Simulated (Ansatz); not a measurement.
**Rh: a line through a two-coordinate scan**

One table from this session's results is given with a row withheld; the runs are named, their logs left out.

This is Rh in the hcp structure; at room conditions it is fcc.

Program: Ansatz 0.2.0. Level of theory: DFT LDA, scalar-relativistic, plane waves, PAW. These are calculated values, not measurements.

29 further runs of the same task are left out: 29 set aside as unsound or not needed.

## The system as given

The structure is hexagonal, space group P6_3/mmc (No. 194). The conventional cell has a = 2.670 Å, b = 2.670 Å, c = 4.299 Å, α = 90.00°, β = 90.00°, γ = 120.00°. Rh (site symmetry -6m2) has 12 Rh at 2.65 to 2.67 Å as nearest neighbours.

Structure file:

```
CELL_PARAMETERS angstrom
2.67021 0.00000 0.00000
-1.33511 2.31247 0.00000
0.00000 0.00000 4.29942
ATOMIC_POSITIONS crystal
Rh 0.66667 0.33333 0.75000
Rh 0.33333 0.66667 0.25000
```

It goes back to an entry of the Materials Project, which need not be the stable form.

This cell was relaxed beforehand with the same method: volume 13.27 Å³/atom, gap on the mesh none (metal).

## The scan

The energy is mapped over volume and a fixed ferromagnetic moment.

- volume per atom: 7 values from 10.88 to 15.66 Å³
- total spin moment of the cell, held fixed: 9 values from 0.00 to 2.00 μB

Nothing else is relaxed (shape and fractional coordinates fixed). Points are written as (first, second).

The first run:

Contents of input.yaml:

```yaml
crystal:
  lattice:
    - [2.5588111912, 0.0, 0.0]
    - [-1.2794055956, 2.2159954951, 0.0]
    - [0.0, 0.0, 4.120053969]
  atoms:
    - { symbol: Rh, position: [0.6666666667, 0.3333333333, 0.75], spin: 0.75 }
    - { symbol: Rh, position: [0.3333333333, 0.6666666667, 0.25], spin: 0.75 }
basis:
  ecutwfc: 420
kpoints:
  mp_grid: { grid: [21, 21, 12] }
hamiltonian:
  xc: lda
  pseudopotentials: { kind: paw, azcp: { folder: soft_1 } }
scf:
  occupations: { method: gaussian, width: 0.15 }
  lower_state_search: "off"
output:
  forces: true
  stress: true
  eigenvalues: true
  populations: true
magnetization:
  spin_polarized: true
  initial_magnetization: 1.5
  spin_locking: { lock_magnetization: hard }
```

On the command line:

```console
$ ansatz run input.yaml --threads 2 --pin off --max-ram 4096MiB --backend cpu --events-out ev --progress --plain --runs-dir out
```

Steps of the session up to this table: The run at (11.68 Å³, 1.50 μB); The run at (12.48 Å³, 1.50 μB); Grid point (13.27 Å³, 1.50 μB); The run at (14.07 Å³, 1.50 μB); Point (14.87 Å³, 1.50 μB); The run at (15.66 Å³, 1.50 μB).

One table of the session follows, with a row left open; its other results are not shown here.

```
volume per atom (Å³)  energy (meV/atom)  pressure (GPa)  absolute magnetic moment (μB per cell)
               10.88                702             109                                   1.500
               11.68                288              61                                   1.501
               12.48                  ?               ?                                       ?
               13.27                  0               4                                   1.504
               14.07                 24             −12                                   1.507
               14.87                115             −24                                   1.511
               15.66                254             −31                                   1.515
```

Estimate the missing values for volume per atom (Å³) = 12.48.

Worked estimate for «energy (meV/atom)». A straight line through the neighbours (11.68, 288) and (13.27, 0) gives 288 + (0 − 288) × (12.48 − 11.68) / (13.27 − 11.68) = 143; a parabola fitted to 4 rows on both sides gives 71.

**Answer.** energy (meV/atom): 74; pressure (GPa): 27; absolute magnetic moment (μB per cell): 1.503. In «energy (meV/atom)» the line misses by +69 and the parabola by -3.

Energies count from the lowest point of the line. Rows without a step come from runs not printed here or follow by symmetry.

What this shows: Along the line the energy is lowest at 13.27 Å³. A parabola through the lowest point and its two neighbours puts the minimum at 13.480 Å³, with a curvature of about 150 meV/atom per (Å³)². The highest point computed, at 10.88 Å³, lies 702 meV/atom above the lowest.

Limits of these values: Warnings in the runs' records: pseudo functional mismatch, stress scf threshold loose.
